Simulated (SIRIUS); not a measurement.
# Pt in SIRIUS: notebook, part 2 of 2

SIRIUS 7.10.0. The steps go on from the part before.

### 4 Single point, PBEsol

Input file sirius.json:

```json
{
  "control": {
    "processing_unit": "cpu",
    "verbosity": 2,
    "num_bands_to_print": 16,
    "print_forces": true,
    "print_stress": true
  },
  "parameters": {
    "electronic_structure_method": "pseudopotential",
    "xc_functionals": ["XC_GGA_X_PBE_SOL", "XC_GGA_C_PBE_SOL"],
    "gk_cutoff": 9.2,
    "pw_cutoff": 18.4,
    "ngridk": [7, 7, 1],
    "shiftk": [0, 0, 0],
    "smearing": "fermi_dirac",
    "smearing_width": 0.0018374661,
    "num_bands": 16,
    "num_mag_dims": 0,
    "num_dft_iter": 100,
    "energy_tol": 1e-08,
    "density_tol": 1e-06
  },
  "iterative_solver": {
    "type": "davidson",
    "min_tolerance": 1e-09,
    "tolerance_scale": [0.1, 0.25]
  },
  "mixer": {
    "type": "anderson",
    "beta": 0.7,
    "max_history": 8
  },
  "settings": {
    "tol_ne": 1e-10,
    "pseudo_grid_cutoff": 6.5
  },
  "unit_cell": {
    "lattice_vectors": [
      [4.767930190521, 0.0, 0.0],
      [0.0, 4.767930190521, 0.0],
      [0.0, 0.0, 44.975481766093]
    ],
    "atom_coordinate_units": "lattice",
    "atom_types": ["Pt"],
    "atom_files": {
      "Pt": "Pt.json"
    },
    "atoms": {
      "Pt": [
        [0.0, 0.0, 0.29412]
      ]
    }
  }
}
```

Potentials or basis: PseudoDojo 0.4.1 PBE standard (scalar relativistic).

The run is started by

```bash
> upf_to_json Pt.upf
> OMP_NUM_THREADS=1 sirius.scf --input=sirius.json --output=out.json --task=0
```

Log:

```text
[info] SIRIUS version : 7.10.0
[info] number of MPI ranks           : 1
[info] MPI grid                      : 1 1
[info] maximum number of OMP threads : 1
[fft] FFT context for density and potential
[fft] =====================================
[fft]   comm size                             : 1
[fft]   plane wave cutoff                     : 18.4
[fft]   grid size                             : 30 30 270   total : 243000
[fft]   grid limits                           : -14 15   -14 15   -134 135
[fft]   number of G-vectors within the cutoff : 53700
[fft]   local number of G-vectors             : 53700
[fft]   number of G-shells                    : 8030
[fft] FFT context for coarse grid
[fft] =====================================
[fft]   comm size                             : 1
[fft]   plane wave cutoff                     : 18.4
[fft]   grid size                             : 30 30 270   total : 243000
[fft]   grid limits                           : -14 15   -14 15   -134 135
[fft]   number of G-vectors within the cutoff : 53700
[fft]   local number of G-vectors             : 53700
[fft]   number of G-shells                    : 8030
[unit cell] lattice vectors
[unit cell]   a1 :       4.7679301905      0.0000000000      0.0000000000
[unit cell]   a2 :       0.0000000000      4.7679301905      0.0000000000
[unit cell]   a3 :       0.0000000000      0.0000000000     44.9754817661
[unit cell] reciprocal lattice vectors
[unit cell]   b1 :       1.3178014476      0.0000000000      0.0000000000
[unit cell]   b2 :       0.0000000000      1.3178014476      0.0000000000
[unit cell]   b3 :       0.0000000000      0.0000000000      0.1397024570
[unit cell] unit cell volume :      1022.43474668 [a.u.^3]
[unit cell] 1/sqrt(omega)    :         0.03127391
[unit cell] MT volume        :         0.00000000 ( 0.00%)
[unit cell] IT volume        :      1022.43474668 (100.00%)
[unit cell] number of atom types : 1
[unit cell] type id : 0 symbol : Pt mt_radius :  13.730000 num_atoms : 1
[unit cell] total number of atoms : 1
[unit cell] number of symmetry classes : 1
[unit cell] number of PAW atoms : 0
[unit cell] atom id  type id  class id             position                      vector_field
[... 321 lines left out ...]
[find] iteration : 10, RMS : 1.591165614001e-08, energy difference : 1.914600034070e-09
[find] Hartree energy of density residual : 1.205821451987e-13
[find] bands are converged : true
[find] iterative solver converged : true
[find] converged after 11 SCF iterations!
[find] Charges and magnetic moments
[find] --------------------------------------------------------------------------------
[find] total charge          : 18.000000
[find] Energy
[find] --------------------------------------------------------------------------------
[find] valence_eval_sum               :     -21.77514321
[find] <rho|V^{XC}>                   :     -16.90562411
[find] <rho|E^{XC}>                   :     -23.51593813
[find] <mag|B^{XC}>                   :       0.00000000
[find] <rho|V^{H}>                    :     610.18741741
[find] one-electron contribution      :    -615.05693652 (Ha),   -1230.11387303 (Ry)
[find] hartree contribution           :     305.09370871
[find] xc contribution                :     -23.51593813
[find] ewald contribution             :     203.10982516
[find] PAW contribution               :       0.00000000
[find] smearing (-TS)                 :      -0.00045807
[find] SCF correction                 :       0.00000142
[find] Total energy                   :    -130.36933936 (Ha),    -260.73867872 (Ry)
[find] Free energy (E-TS)             :    -130.36979742 (Ha),    -260.73959485 (Ry)
[find] band gap (eV)                  :       0.00000000
[find] Efermi                         :      -0.12276688
[ground_state] === stress tensor components [kbar] ===
[ground_state] === stress_kin ===
[ground_state] -7018.195038    0.000000    0.000000
[ground_state]     0.000000-7018.195038   -0.000000
[ground_state]     0.000000   -0.000000-7341.847060
[ground_state] === stress_har ===
[ground_state] -83942.648209    0.000000   -0.000000
[ground_state]     0.000000-83942.648209    0.000000
[ground_state]    -0.000000    0.00000080093.232782
[ground_state] === stress_ewald ===
[ground_state] -77512.261879    0.000000   -0.000000
[ground_state]     0.000000-77512.261879    0.000000
[ground_state]    -0.000000    0.00000096578.773528
[ground_state] === stress_vloc ===
[ground_state] 170243.777833    0.000000    0.000000
[ground_state]     0.000000170243.777833    0.000000
[ground_state]     0.000000    0.000000-167576.676674
[ground_state] === stress_xc ===
[ground_state] -1882.306798    0.000000    0.000000
[ground_state]     0.000000-1882.306798    0.000000
[ground_state]     0.000000    0.000000-1878.483335
[ground_state] === stress_core ===
[ground_state]  3482.250750    0.000000    0.000000
[ground_state]     0.000000 3482.250750    0.000000
[ground_state]     0.000000    0.000000 3484.624349
[ground_state] === stress_nonloc ===
[ground_state] -3358.687925    0.000000    0.000000
[ground_state]     0.000000-3358.687925   -0.000000
[ground_state]     0.000000   -0.000000-3359.593777
[ground_state] === stress_us_nl ===
[ground_state] -3358.687925    0.000000    0.000000
[ground_state]     0.000000-3358.687925   -0.000000
[ground_state]     0.000000   -0.000000-3359.593777
[ground_state] === stress_total ===
[ground_state]    11.928734    0.000000    0.000000
[ground_state]     0.000000   11.928734   -0.000000
[ground_state]     0.000000   -0.000000    0.029813
[ground_state] ==== total Forces in Ha/bohr =====
[ground_state] atom:    0, force:       0.0000000      0.0000000      0.0000000
[ground_state] ==== ultrasoft contribution from Qij =====
[ground_state] atom:    0, force:       0.0000000      0.0000000      0.0000000
[ground_state] ==== non-local contribution from Beta-projector =====
[ground_state] atom:    0, force:       0.0000000      0.0000000      0.0000000
[ground_state] ==== contribution from local potential =====
[ground_state] atom:    0, force:       0.0000000      0.0000000      0.0000000
[ground_state] ==== contribution from core density =====
[ground_state] atom:    0, force:       0.0000000      0.0000000      0.0000000
[ground_state] ==== Ewald forces from ions =====
[ground_state] atom:    0, force:       0.0000000      0.0000000      0.0000000
[~DFT_ground_state] local op. applied: 4747
[~DFT_ground_state] evp. work count: 1267.18
[~DFT_ground_state] number of iterative solver steps: 576
```

Wall time 49 s (1 thread of Arm Neoverse V1, shared host); peak memory 0.54 GiB.

What came out:

```
Free energy            : -3547.5429 eV
Band gap on the k mesh : none (metal or under the smearing width)
```

Stress tensor (GPa, compression positive):
```
-1.19  0.00  0.00
 0.00 -1.19  0.00
 0.00  0.00  0.00
```

Levels at points of the mesh, in eV from the Fermi level:
```csv
k point,band 6,band 7,band 8,band 9,band 10,band 11,band 12,band 13
"(0.00, 0.00, 0.00)",-5.85,-2.29,0.00,0.00,1.01,1.72,6.02,6.38
```

Caveat: the potentials were made for another functional, which shifts forces and pressure. Spin-orbit coupling is left out, which matters for the levels of Pt.

### 5 Single point, RPBE

Changes to sirius.json since step 4:

```diff
@@ -10,3 +10,3 @@
     "electronic_structure_method": "pseudopotential",
-    "xc_functionals": ["XC_GGA_X_PBE_SOL", "XC_GGA_C_PBE_SOL"],
+    "xc_functionals": ["XC_GGA_X_RPBE", "XC_GGA_C_PBE"],
     "gk_cutoff": 9.2,
```

Potentials or basis: PseudoDojo 0.4.1 PBE standard (scalar relativistic).

The run is started by

```bash
> upf_to_json Pt.upf
> OMP_NUM_THREADS=1 sirius.scf --input=sirius.json --output=out.json --task=0
```

Log:

```text
[info] SIRIUS version : 7.10.0
[info] number of MPI ranks           : 1
[info] MPI grid                      : 1 1
[info] maximum number of OMP threads : 1
[fft] FFT context for density and potential
[fft] =====================================
[fft]   comm size                             : 1
[fft]   plane wave cutoff                     : 18.4
[fft]   grid size                             : 30 30 270   total : 243000
[fft]   grid limits                           : -14 15   -14 15   -134 135
[fft]   number of G-vectors within the cutoff : 53700
[fft]   local number of G-vectors             : 53700
[fft]   number of G-shells                    : 8030
[fft] FFT context for coarse grid
[fft] =====================================
[fft]   comm size                             : 1
[fft]   plane wave cutoff                     : 18.4
[fft]   grid size                             : 30 30 270   total : 243000
[fft]   grid limits                           : -14 15   -14 15   -134 135
[fft]   number of G-vectors within the cutoff : 53700
[fft]   local number of G-vectors             : 53700
[fft]   number of G-shells                    : 8030
[unit cell] lattice vectors
[unit cell]   a1 :       4.7679301905      0.0000000000      0.0000000000
[unit cell]   a2 :       0.0000000000      4.7679301905      0.0000000000
[unit cell]   a3 :       0.0000000000      0.0000000000     44.9754817661
[unit cell] reciprocal lattice vectors
[unit cell]   b1 :       1.3178014476      0.0000000000      0.0000000000
[unit cell]   b2 :       0.0000000000      1.3178014476      0.0000000000
[... 357 lines left out ...]
[find] band gap (eV)                  :       0.00000000
[find] Efermi                         :      -0.11218867
[ground_state] === stress tensor components [kbar] ===
[ground_state] === stress_kin ===
[ground_state] -7046.349578    0.000000    0.000000
[ground_state]     0.000000-7046.349578   -0.000000
[ground_state]     0.000000   -0.000000-7368.473751
[ground_state] === stress_har ===
[ground_state] -83970.060580    0.000000    0.000000
[ground_state]     0.000000-83970.060580    0.000000
[ground_state]     0.000000    0.00000080092.562946
[ground_state] === stress_ewald ===
[ground_state] -77512.261879    0.000000   -0.000000
[ground_state]     0.000000-77512.261879    0.000000
[ground_state]    -0.000000    0.00000096578.773528
[ground_state] === stress_vloc ===
[ground_state] 170265.515829    0.000000    0.000000
[ground_state]     0.000000170265.515829    0.000000
[ground_state]     0.000000    0.000000-167574.919198
[ground_state] === stress_xc ===
[ground_state] -1887.516683    0.000000   -0.000000
[ground_state]     0.000000-1887.516683   -0.000000
[ground_state]    -0.000000   -0.000000-1876.159570
[ground_state] === stress_core ===
[ground_state]  3514.817063    0.000000    0.000000
[ground_state]     0.000000 3514.817063    0.000000
[ground_state]     0.000000    0.000000 3516.876062
[ground_state] === stress_nonloc ===
[ground_state] -3368.204396    0.000000    0.000000
[ground_state]     0.000000-3368.204396    0.000000
[ground_state]     0.000000    0.000000-3368.635673
[ground_state] === stress_us_nl ===
[ground_state] -3368.204396    0.000000    0.000000
[ground_state]     0.000000-3368.204396    0.000000
[ground_state]     0.000000    0.000000-3368.635673
[ground_state] === stress_total ===
[ground_state]    -4.060223    0.000000    0.000000
[ground_state]     0.000000   -4.060223   -0.000000
[ground_state]     0.000000   -0.000000    0.024343
[ground_state] ==== total Forces in Ha/bohr =====
[ground_state] atom:    0, force:       0.0000000      0.0000000      0.0000000
[ground_state] ==== ultrasoft contribution from Qij =====
[ground_state] atom:    0, force:       0.0000000      0.0000000      0.0000000
[ground_state] ==== non-local contribution from Beta-projector =====
[ground_state] atom:    0, force:       0.0000000      0.0000000      0.0000000
[ground_state] ==== contribution from local potential =====
[ground_state] atom:    0, force:       0.0000000      0.0000000      0.0000000
[ground_state] ==== contribution from core density =====
[ground_state] atom:    0, force:       0.0000000      0.0000000      0.0000000
[ground_state] ==== Ewald forces from ions =====
[ground_state] atom:    0, force:       0.0000000      0.0000000      0.0000000
[~DFT_ground_state] local op. applied: 4693
[~DFT_ground_state] evp. work count: 1244.56
[~DFT_ground_state] number of iterative solver steps: 526
```

Run time: 49 s. Hardware: 1 thread of Arm Neoverse V1, shared host; peak memory 0.53 GiB.

Results:

```
Free energy            : -3553.2278 eV
Band gap on the k mesh : none (metal or under the smearing width)
```

Caveat: the potentials were made for another functional, which shifts forces and pressure. The run has no spin-orbit coupling, so splittings on Pt are missing.

### 6 Summary

| level | gap on the mesh (eV) |
| --- | --- |
| LDA | none |
| PBE | none |
| PBEsol | none |
| RPBE | none |

Alike in all rows: task single point; potentials or basis PseudoDojo 0.4.1 PBE standard (scalar relativistic); no spin polarisation; cell as given; k mesh 7 × 7 × 1; cutoff (eV) 1152; smearing fermi-dirac 0.05 eV.

Every run on the cell as given and a fine mesh finds a metal.

Caveats: the potentials were made for another functional, which shifts forces and pressure (some runs).

Total energies depend on the potentials used, so only differences within one code and one set of settings carry meaning.
